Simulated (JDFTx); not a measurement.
# NiMoIrPdW (P3m1) in JDFTx: reference runs

Reference runs on NiMoIrPdW: the cell as given.

Program: JDFTx 1.7.0 (patched build). These are calculated values, not measurements. Logs are shortened: lines on timing, memory, paths and dates and some standing lists are left out, and cuts for length are marked. The log counts tension as positive stress, the text compression.

### Step 1. Starting point

The structure is trigonal, space group P3m1 (No. 156). The conventional cell has a = 4.147 Å, b = 4.147 Å, c = 5.416 Å, α = 90.00°, β = 90.00°, γ = 120.00°. Around Ni (site symmetry 3m) lie 3 W at 2.40 Å and 3 Ir at 2.71 Å. Around Mo (site symmetry 3m) lie 1 W at 2.49 Å and 3 Ir at 2.64 Å and 3 Pd at 2.85 Å. Around Pd (site symmetry 3m) lie 2 Ir at 2.65 to 2.76 Å and 3 W at 2.76 Å and 3 Ni at 2.82 Å and 3 Mo at 2.85 Å. Ir (site symmetry 3m) is surrounded by 3 Mo at 2.64 Å and 2 Pd at 2.65 to 2.76 Å and 3 Ni at 2.71 Å and 3 W at 2.77 Å. Around W (site symmetry 3m) lie 3 Ni at 2.40 Å and 1 Mo at 2.49 Å.

The cell was built by a generator and needn't be a form met in nature.

### Step 2. Single point, PBE, collinear spin, ferromagnetic start

Input file NiMoIrPdW.in:

```
lattice \
    7.8361273210    -3.9180636605     0.0000000000 \
    0.0000000000     6.7862899724     0.0000000000 \
    0.0000000000     0.0000000000    10.2353047115
coords-type Lattice
ion Ni     0.0000000000     0.0000000000     0.0222100000 1
ion Mo     0.6666700000     0.3333300000     0.4599600000 1
ion Pd     0.3333300000     0.6666700000     0.7460100000 1
ion Ir     0.3333300000     0.6666700000     0.2564100000 1
ion W      0.6666700000     0.3333300000     0.9998500000 1

ion-species pseudo/Ni.upf
ion-species pseudo/Mo.upf
ion-species pseudo/Pd.upf
ion-species pseudo/Ir.upf
ion-species pseudo/W.upf
elec-cutoff 49 392
elec-ex-corr gga-PBE
kpoint-folding 7 7 5
elec-smearing Fermi 0.0018374661
elec-n-bands 53
spintype z-spin
initial-magnetic-moments Ni 1 Mo 1 Ir 0.6
elec-initial-magnetization 2.6 no
electronic-SCF nIterations 100 energyDiffThreshold 1e-09
electronic-minimize nIterations 30 energyDiffThreshold 1e-7
converge-empty-states yes
forces-output-coords Cartesian

dump-name run.$VAR
dump End Ecomponents EigStats BandEigs Kpoints Forces Stress ElecDensity Dtot
```

Potentials or basis: PseudoDojo-SR-PBE-0.5-standard with smoothed tails.

The run is started by

```sh
jdftx -c 1 -i NiMoIrPdW.in -o NiMoIrPdW.out
```

Log:

```text
*************** JDFTx 1.7.0 (patched build) ***************

Input parsed successfully to the following command list (including defaults):
[... the input with its defaults ...]

---------- Setting up symmetries ----------

Found 24 point-group symmetries of the bravais lattice
Found 6 space-group symmetries with basis
NOTE: symmetries hold only approximately (changing the metric by 1.0e-06 and atomic positions by 7.8e-05 bohrs), and energies do not
      resolve such small strains or displacements: for these, use symmetries none or a smaller symmetry-threshold.
Applied RMS atom displacement 4.04656e-05 bohrs to make symmetries exact.

---------- Initializing the Grid ----------
R =
[      7.83613     -3.91806            0  ]
[            0      6.78629            0  ]
[            0            0      10.2353  ]
unit cell volume = 544.295
G =
[   0.801823   0.462932         -0  ]
[          0   0.925865          0  ]
[          0         -0   0.613874  ]
Minimum fftbox size, Smin = [  72  72  92  ]
Chosen fftbox size, S = [  72  72  96  ]

---------- Initializing tighter grid for wavefunction operations ----------
R =
[      7.83613     -3.91806            0  ]
[            0      6.78629            0  ]
[            0            0      10.2353  ]
unit cell volume = 544.295
G =
[   0.801823   0.462932         -0  ]
[          0   0.925865          0  ]
[          0         -0   0.613874  ]
Minimum fftbox size, Smin = [  52  52  68  ]
Chosen fftbox size, S = [  54  54  70  ]

---------- Exchange Correlation functional ----------
Initalized PBE GGA exchange.
Initalized PBE GGA correlation.

---------- Setting up pseudopotentials ----------
Width of ionic core gaussian charges (only for fluid interactions / plotting) set to 0

Reading pseudopotential file 'pseudo/Ni.upf':
  'Ni' pseudopotential, 'PBE' functional
  Generated using ONCVPSP code by D. R. Hamann
  18 valence electrons, 4 orbitals, 6 projectors, 1001 radial grid points, with lMax = 2
    3S    l: 0   occupation:  2.0   eigenvalue: -4.081355
    3P    l: 1   occupation:  6.0   eigenvalue: -2.623460
    3D    l: 2   occupation:  8.0   eigenvalue: -0.326118
    4S    l: 0   occupation:  2.0   eigenvalue: -0.207378
  Core radius for overlap checks: 1.60 bohrs.

Reading pseudopotential file 'pseudo/Mo.upf':
  'Mo' pseudopotential, 'PBE' functional
  Generated using ONCVPSP code by D. R. Hamann
  14 valence electrons, 4 orbitals, 6 projectors, 1001 radial grid points, with lMax = 2
    4S    l: 0   occupation:  2.0   eigenvalue: -2.364714
    4P    l: 1   occupation:  6.0   eigenvalue: -1.414320
    4D    l: 2   occupation:  5.0   eigenvalue: -0.137921
    5S    l: 0   occupation:  1.0   eigenvalue: -0.150182
  Core radius for overlap checks: 1.35 bohrs.

Reading pseudopotential file 'pseudo/Pd.upf':
  'Pd' pseudopotential, 'PBE' functional
  Generated using ONCVPSP code by D. R. Hamann
  18 valence electrons, 3 orbitals, 6 projectors, 1001 radial grid points, with lMax = 2
    4S    l: 0   occupation:  2.0   eigenvalue: -3.135885
    4P    l: 1   occupation:  6.0   eigenvalue: -1.881528
    4D    l: 2   occupation: 10.0   eigenvalue: -0.148752
  Core radius for overlap checks: 1.48 bohrs.

Reading pseudopotential file 'pseudo/Ir.upf':
  'Ir' pseudopotential, 'PBE' functional
  Generated using ONCVPSP code by D. R. Hamann
  17 valence electrons, 4 orbitals, 8 projectors, 1001 radial grid points, with lMax = 3
    5S    l: 0   occupation:  2.0   eigenvalue: -3.600919
    5P    l: 1   occupation:  6.0   eigenvalue: -2.010143
    5D    l: 2   occupation:  7.0   eigenvalue: -0.262668
    6S    l: 0   occupation:  2.0   eigenvalue: -0.232672
  Core radius for overlap checks: 2.19 bohrs.

Reading pseudopotential file 'pseudo/W.upf':
  'W' pseudopotential, 'PBE' functional
  Generated using ONCVPSP code by D. R. Hamann
  14 valence electrons, 4 orbitals, 8 projectors, 1001 radial grid points, with lMax = 3
    5S    l: 0   occupation:  2.0   eigenvalue: -2.905892
    5P    l: 1   occupation:  6.0   eigenvalue: -1.587650
    5D    l: 2   occupation:  4.0   eigenvalue: -0.164649
    6S    l: 0   occupation:  2.0   eigenvalue: -0.209951
  Core radius for overlap checks: 2.00 bohrs.

Initialized 5 species with 5 total atoms.

Folded 1 k-points by 7x7x5 to 245 k-points.

---------- Setting up k-points, bands, fillings ----------
Adding inversion symmetry to k-mesh for non-inversion-symmetric unit cell.
Reduced to 32 k-points under symmetry.
Computing the number of bands and number of electrons
Calculating initial fillings.
nElectrons:  81.000000   nBands: 53   nStates: 64

----- Setting up reduced wavefunction bases (one per k-point) -----
average nbasis = 8916.731 , ideal nbasis = 8917.083

---------- Setting up ewald sum ----------
Optimum gaussian width for ewald sums = 2.490921 bohr.
Real space sum over 1089 unit cells with max indices [  5  5  4  ]
Reciprocal space sum over 2873 terms with max indices [  6  6  8  ]

---------- Allocating electronic variables ----------
Initializing wave functions:  linear combination of atomic orbitals
Note: number of bands (53) exceeds available atomic orbitals (49)
Ni (M=1) pseudo-atom majority spin occupations:   s ( 1 0.5 )  p ( 3 )  d ( 5 )
Ni (M=1) pseudo-atom minority spin occupations:   s ( 1 0 )  p ( 3 )  d ( 4.5 )
Mo (M=1) pseudo-atom majority spin occupations:   s ( 1 1 )  p ( 3 )  d ( 2.5 )
Mo (M=1) pseudo-atom minority spin occupations:   s ( 1 1 )  p ( 3 )  d ( 1.5 )
Pd pseudo-atom occupations:   s ( 2 )  p ( 6 )  d ( 10 )
Ir (M=0.6) pseudo-atom majority spin occupations:   s ( 1 0 )  p ( 3 )  d ( 4.8 )
Ir (M=0.6) pseudo-atom minority spin occupations:   s ( 1 0 )  p ( 3 )  d ( 4.2 )
W pseudo-atom occupations:   s ( 2 2 )  p ( 6 )  d ( 4 )
	FillingsUpdate:  mu: +1.556581128  nElectrons: 81.000000  magneticMoment: [ Abs: 0.26555  Tot: -0.00955 ]
LCAOMinimize: Iter:   0  F: -504.4750987818786712  |grad|_K:  3.147e-02  alpha:  1.000e+00
	FillingsUpdate:  mu: +1.341612573  nElectrons: 81.000000  magneticMoment: [ Abs: 0.32898  Tot: +0.29232 ]
LCAOMinimize: Iter:   1  F: -521.4615767055190645  |grad|_K:  2.453e-02  alpha:  4.814e-01  linmin: -1.281e-02  cgtest: -9.048e-01
	FillingsUpdate:  mu: +1.105376501  nElectrons: 81.000000  magneticMoment: [ Abs: 0.49244  Tot: +0.45746 ]
[... 49 lines of inner loops ...]
LCAOMinimize: Iter:  22  F: -536.0930656957349356  |grad|_K:  2.194e-06  alpha:  1.911e-01  linmin:  1.755e-04  cgtest: -2.529e-03
	FillingsUpdate:  mu: +0.744541801  nElectrons: 81.000000  magneticMoment: [ Abs: 0.06492  Tot: +0.03841 ]
LCAOMinimize: Iter:  23  F: -536.0930658289046278  |grad|_K:  1.605e-06  alpha:  3.078e-01  linmin: -6.368e-05  cgtest:  1.891e-03
LCAOMinimize: Converged (|Delta F|<1.000000e-06 for 2 iters).

-------- Electronic minimization -----------
Will mix electronic density at each iteration.
	FillingsUpdate:  mu: +0.744541801  nElectrons: 81.000000  magneticMoment: [ Abs: 0.06492  Tot: +0.03841 ]
	FillingsUpdate:  mu: +0.724859648  nElectrons: 81.000000  magneticMoment: [ Abs: 0.06492  Tot: +0.03841 ]
SCF: Cycle:  0   F: -536.200969820087266   dF: -1.079e-01   |Residual|: 4.809e-01   |deigs|: 5.991e-02
	FillingsUpdate:  mu: +0.694202928  nElectrons: 81.000000  magneticMoment: [ Abs: 0.02592  Tot: +0.02047 ]
SCF: Cycle:  1   F: -535.813598163346683   dF: +3.874e-01   |Residual|: 5.559e-01   |deigs|: 7.178e-02
	FillingsUpdate:  mu: +0.696176190  nElectrons: 81.000000  magneticMoment: [ Abs: 0.01993  Tot: +0.01615 ]
SCF: Cycle:  2   F: -536.438275318276851   dF: -6.247e-01   |Residual|: 1.310e-01   |deigs|: 4.790e-02
	FillingsUpdate:  mu: +0.690902743  nElectrons: 81.000000  magneticMoment: [ Abs: 0.01024  Tot: +0.00633 ]
SCF: Cycle:  3   F: -536.445356299403215   dF: -7.081e-03   |Residual|: 5.301e-02   |deigs|: 1.052e-02
	FillingsUpdate:  mu: +0.690678309  nElectrons: 81.000000  magneticMoment: [ Abs: 0.00682  Tot: +0.00387 ]
SCF: Cycle:  4   F: -536.457849326572955   dF: -1.249e-02   |Residual|: 2.753e-02   |deigs|: 4.403e-03
	FillingsUpdate:  mu: +0.690926802  nElectrons: 81.000000  magneticMoment: [ Abs: 0.00280  Tot: +0.00113 ]
SCF: Cycle:  5   F: -536.458204217209413   dF: -3.549e-04   |Residual|: 1.627e-02   |deigs|: 2.088e-03
	FillingsUpdate:  mu: +0.691145092  nElectrons: 81.000000  magneticMoment: [ Abs: 0.00150  Tot: +0.00022 ]
SCF: Cycle:  6   F: -536.459174554064589   dF: -9.703e-04   |Residual|: 4.192e-03   |deigs|: 1.279e-03
	FillingsUpdate:  mu: +0.691090102  nElectrons: 81.000000  magneticMoment: [ Abs: 0.00078  Tot: -0.00000 ]
SCF: Cycle:  7   F: -536.459193542448702   dF: -1.899e-05   |Residual|: 2.596e-03   |deigs|: 3.612e-04
	FillingsUpdate:  mu: +0.691039132  nElectrons: 81.000000  magneticMoment: [ Abs: 0.00054  Tot: -0.00003 ]
SCF: Cycle:  8   F: -536.459207291055463   dF: -1.375e-05   |Residual|: 1.075e-03   |deigs|: 1.716e-04
	FillingsUpdate:  mu: +0.691083843  nElectrons: 81.000000  magneticMoment: [ Abs: 0.00022  Tot: -0.00002 ]
SCF: Cycle:  9   F: -536.459207090551899   dF: +2.005e-07   |Residual|: 8.348e-04   |deigs|: 6.917e-05
	FillingsUpdate:  mu: +0.691114437  nElectrons: 81.000000  magneticMoment: [ Abs: 0.00014  Tot: -0.00003 ]
SCF: Cycle: 10   F: -536.459208270419140   dF: -1.180e-06   |Residual|: 5.503e-04   |deigs|: 6.931e-05
	FillingsUpdate:  mu: +0.691108623  nElectrons: 81.000000  magneticMoment: [ Abs: 0.00005  Tot: -0.00001 ]
SCF: Cycle: 11   F: -536.459208854073950   dF: -5.837e-07   |Residual|: 2.949e-04   |deigs|: 3.933e-05
	FillingsUpdate:  mu: +0.691114193  nElectrons: 81.000000  magneticMoment: [ Abs: 0.00003  Tot: +0.00000 ]
SCF: Cycle: 12   F: -536.459209091453431   dF: -2.374e-07   |Residual|: 1.926e-05   |deigs|: 1.463e-05
	FillingsUpdate:  mu: +0.691114516  nElectrons: 81.000000  magneticMoment: [ Abs: 0.00002  Tot: +0.00000 ]
SCF: Cycle: 13   F: -536.459209105152695   dF: -1.370e-08   |Residual|: 9.722e-06   |deigs|: 1.251e-06
	FillingsUpdate:  mu: +0.691114704  nElectrons: 81.000000  magneticMoment: [ Abs: 0.00002  Tot: +0.00000 ]
SCF: Cycle: 14   F: -536.459209113804150   dF: -8.651e-09   |Residual|: 3.821e-06   |deigs|: 1.790e-06
	FillingsUpdate:  mu: +0.691114811  nElectrons: 81.000000  magneticMoment: [ Abs: 0.00001  Tot: +0.00000 ]
SCF: Cycle: 15   F: -536.459209116342549   dF: -2.538e-09   |Residual|: 2.286e-06   |deigs|: 1.071e-06
	FillingsUpdate:  mu: +0.691114788  nElectrons: 81.000000  magneticMoment: [ Abs: 0.00001  Tot: -0.00000 ]
SCF: Cycle: 16   F: -536.459209117825026   dF: -1.482e-09   |Residual|: 1.720e-06   |deigs|: 1.394e-06
	FillingsUpdate:  mu: +0.691114780  nElectrons: 81.000000  magneticMoment: [ Abs: 0.00000  Tot: -0.00000 ]
SCF: Cycle: 17   F: -536.459209118269996   dF: -4.450e-10   |Residual|: 4.553e-07   |deigs|: 8.237e-07
	FillingsUpdate:  mu: +0.691114761  nElectrons: 81.000000  magneticMoment: [ Abs: 0.00000  Tot: -0.00000 ]
SCF: Cycle: 18   F: -536.459209118611625   dF: -3.416e-10   |Residual|: 4.321e-07   |deigs|: 2.629e-06
SCF: Converged (|Delta E|<1.000000e-09 for 2 iters).

Setting wave functions to eigenvectors of Hamiltonian
Converging empty states (this may take a while): |deigs|: 8.659e-06

# Stress tensor in Cartesian coordinates [Eh/a0^3]:
[  1.35203e-06            0            0  ]
[            0  1.35203e-06            0  ]
[            0            0  2.82737e-06  ]

# Ionic positions in lattice coordinates:
ion Ni   0.000000000000000   0.000000000000000   0.022210000000000 1
ion Mo   0.666666666666667   0.333333333333333   0.459960000000000 1
ion Pd   0.333333333333333   0.666666666666667   0.746010000000000 1
ion Ir   0.333333333333333   0.666666666666667   0.256410000000000 1
ion W   0.666666666666667   0.333333333333333   0.999850000000000 1

# Forces in Cartesian coordinates:
force Ni   0.000000000000000  -0.000000000000000   0.000974135489344 1
force Mo   0.000000000000000  -0.000000000000000   0.003216642728240 1
force Pd   0.000000000000000   0.000000000000000   0.000184845458391 1
force Ir   0.000000000000000   0.000000000000000  -0.001785274951546 1
force W   0.000000000000000   0.000000000000000  -0.002560652888374 1

# Energy components:
   Eewald =     -382.9436130765585631
       EH =      135.9716007884697717
     Eloc =     -427.2041009466119590
      Enl =        1.9706406523698976
      Exc =      -91.2576612543286245
 Exc_core =       28.0799255892640254
       KE =      198.9247531510814326
-------------------------------------
     Etot =     -536.4584550963140828
       TS =        0.0007540222975351
-------------------------------------
        F =     -536.4592091186116249

IonicMinimize: Iter:   0  F: -536.459209118611625  |grad|_K:  1.185e-03
IonicMinimize: None of the convergence criteria satisfied after 0 iterations.

#--- Lowdin population analysis ---
# oxidation-state Ni +0.278
# magnetic-moments Ni -0.000
# oxidation-state Mo -0.270
# magnetic-moments Mo +0.000
# oxidation-state Pd +0.874
# magnetic-moments Pd -0.000
# oxidation-state Ir +0.139
# magnetic-moments Ir +0.000
# oxidation-state W -0.132
# magnetic-moments W +0.000

Dumping 'run.eigStats' ...
	eMin: -3.108710 at state 32 ( [ +0.000000 +0.000000 +0.000000 ] spin -1 )
	HOMO: +0.688840 at state 17 ( [ +0.000000 +0.428571 -0.200000 ] spin 1 )
	mu  : +0.691115
	LUMO: +0.692684 at state 43 ( [ +0.000000 +0.285714 -0.400000 ] spin -1 )
	eMax: +1.105047 at state 31 ( [ +0.285714 +0.285714 +0.400000 ] spin 1 )
	HOMO-LUMO gap: +0.003844
	Optical gap  : +0.013554 at state 13 ( [ +0.000000 +0.428571 +0.000000 ] spin 1 )
Done!
```

It took 65 min on 1 thread of Intel Xeon Platinum 8259CL at 2.50GHz (Skylake/Cascade Lake), shared host; peak memory 1.6 GiB.

Results:

```
Free energy            : -14597.7987 eV
Pressure               : -0.1 GPa
Largest force          : 0.165 eV/Å
Band gap on the k mesh : none (metal or under the smearing width)
Net moment             : 0.00 μB per cell
Absolute moment        : 0.00 μB per cell
```

Forces in eV/Å, atoms in the order of the input:
```
Ni   0.000  0.000  0.050
Mo   0.000  0.000  0.165
Pd   0.000  0.000  0.010
Ir   0.000  0.000 -0.092
W    0.000  0.000 -0.132
```

Levels at points of the mesh, in eV from the Fermi level:
Spin up:
```csv
k point,band 37,band 38,band 39,band 40,band 41,band 42,band 43,band 44
"(0.00, 0.00, 0.00)",-1.63,-1.41,-1.41,-0.75,0.80,0.80,2.01,2.01
```
Spin down:
```csv
k point,band 36,band 37,band 38,band 39,band 40,band 41,band 42,band 43,band 44,band 45
"(0.00, 0.00, 0.00)",-1.63,-1.63,-1.41,-1.41,-0.75,0.80,0.80,2.01,2.01,2.42
```

Caveat: this set's palladium file may shift the pressure by some GPa. The run has no spin-orbit coupling, so splittings on Ir, W are missing.
